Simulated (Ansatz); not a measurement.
# CH8InNSi2: taking an electron away

How much energy removes an electron from CH8InNSi2 at fixed geometry? The cation is run at each level and the neutral's energy taken from earlier runs.

The runs use Ansatz 0.2.0, Gaussian basis; unrestricted cation, the program's frozen cores in correlated methods.

Plan: UKS PBE-D4/def2-TZVPP; UKS r2SCAN-D4/def2-TZVPP; UKS PBE0-D4/def2-TZVPP; UKS B3LYP-D4/def2-TZVPP; UKS wB97X-V/def2-TZVPP; UKS wB97M-V/def2-TZVPP; UKS B2PLYP/def2-TZVPP; UHF-CCSD(T)/def2-TZVPP; UHF-MP2/def2-QZVPP; extrapolation to the limit; then −ε(HOMO) from the neutral's earlier runs with LDA (SPW92), PBE-D4, revPBE-D4, BLYP-D4, r2SCAN-D4, B97M-V, PBE0-D4, B3LYP-D4, r2SCANh-D4, r2SCAN0-D4, HSE06-D4, BHLYP-D4, CAM-B3LYP-D4, LC-ωPBE, ωB97X-V, ωB97M-V.

1 further run of the same task is left out (for a known fault of the program).

## (1) Structure used throughout

All runs share one geometry, relaxed beforehand with PBE0-D4 in a triple-zeta def2 set. In takes the def2 core potential; no spin-orbit term is included.

SMILES `[InH2][CH2]N1[SiH2][SiH2]1`, 13 atoms, charge 0, spin multiplicity 1.

Atoms are counted from 1 here; the program's logs count them from 0.

Bond lengths: In1–C2 2.176 Å, In1–H6 1.728 Å, In1–H7 1.729 Å, C2–N3 1.457 Å, C2–H8 1.091 Å, C2–H9 1.091 Å, N3–Si4 1.737 Å, N3–Si5 1.737 Å, Si4–Si5 2.226 Å, Si4–H10 1.489 Å, Si4–H11 1.489 Å, Si5–H12 1.489 Å, Si5–H13 1.489 Å. Angles: C2–In1–H6 119.0°, C2–In1–H7 119.0°, H6–In1–H7 120.9°, In1–C2–N3 99.9°, In1–C2–H8 113.6°, In1–C2–H9 113.6°, N3–C2–H8 110.7°, N3–C2–H9 110.6°, H8–C2–H9 108.3°, C2–N3–Si4 139.9°, C2–N3–Si5 139.8°, Si4–N3–Si5 79.7°, N3–Si4–Si5 50.2°, N3–Si4–H10 117.1°, N3–Si4–H11 116.6°, Si5–Si4–H10 125.9°, Si5–Si4–H11 123.6°, H10–Si4–H11 109.0° and more.

## (2) Cation, UKS PBE-D4/def2-TZVPP

Input file in.yaml:

```yaml
crystal:
  periodic: [false, false, false]
  atoms:
    - {symbol: In, position_ang: [-1.964773, 1.303431, -0.151660]}
    - {symbol: C, position_ang: [-1.129730, -0.568314, 0.578607]}
    - {symbol: N, position_ang: [0.252197, -0.413050, 0.143455]}
    - {symbol: Si, position_ang: [1.288822, -0.863012, -1.175956]}
    - {symbol: Si, position_ang: [1.790219, 0.101898, 0.766095]}
    - {symbol: H, position_ang: [-1.815373, 2.724775, 0.820458]}
    - {symbol: H, position_ang: [-2.477370, 1.405269, -1.799471]}
    - {symbol: H, position_ang: [-1.578952, -1.453425, 0.125655]}
    - {symbol: H, position_ang: [-1.181704, -0.675627, 1.663074]}
    - {symbol: H, position_ang: [1.080687, -0.160318, -2.471756]}
    - {symbol: H, position_ang: [1.444300, -2.321091, -1.435906]}
    - {symbol: H, position_ang: [2.316794, -0.642012, 1.943825]}
    - {symbol: H, position_ang: [1.974895, 1.561455, 0.993581]}
basis:
  gaussian: {orbitals: def2-TZVPP}
total_charge: 1
magnetization: {spin_polarized: true, initial_magnetization: 1}
hamiltonian: {xc: pbe, dispersion: d4}
```

Started as:

```sh
> ansatz run in.yaml --threads 2 --pin off --events-out ev --progress --plain --max-ram 20480MiB --backend cuda --devices 0, --max-vram 18GiB
```

The runs that follow: Cation, UKS r2SCAN-D4/def2-TZVPP; Cation, UKS PBE0-D4/def2-TZVPP; Cation, UKS B3LYP-D4/def2-TZVPP; Cation, UKS wB97X-V/def2-TZVPP; Cation, UKS wB97M-V/def2-TZVPP; Cation, UKS B2PLYP (frozen core)/def2-TZVPP; Cation, UHF-CCSD(T)/def2-TZVPP; Cation, UHF-MP2/def2-QZVPP.

Q: Predict the results of all the runs planned. Wanted: ionisation energy, CCSD(T)/CBS; nearest functional by difference; nearest −ε(HOMO); −ε(HOMO) of PBE; T1 of the cation.

As calculated:

```
                        quantity               value
  ionisation energy, CCSD(T)/CBS             8.05 eV
nearest functional by difference  ωB97M-V (-0.16 eV)
                nearest −ε(HOMO)  ωB97M-V (+0.18 eV)
                 −ε(HOMO) of PBE             5.13 eV
                T1 of the cation               0.021
```

What this shows: Energy differences with functionals land within 0.39 eV of the reference. −ε(HOMO) of PBE misses by 2.9 eV, since self-interaction lifts the level. Among orbital estimates ωB97M-V comes nearest. Hartree-Fock falls 1.05 eV short, as the neutral has more correlation energy than the cation. The cation may have settled in a state other than its lowest; no search over hole states beyond the program's own was made. Correlated methods include outer-core shells of In, which these sets cover unevenly. With outer-core shells in play the reference is unsure by up to some tenths of an eV, so close misses can't be ranked.
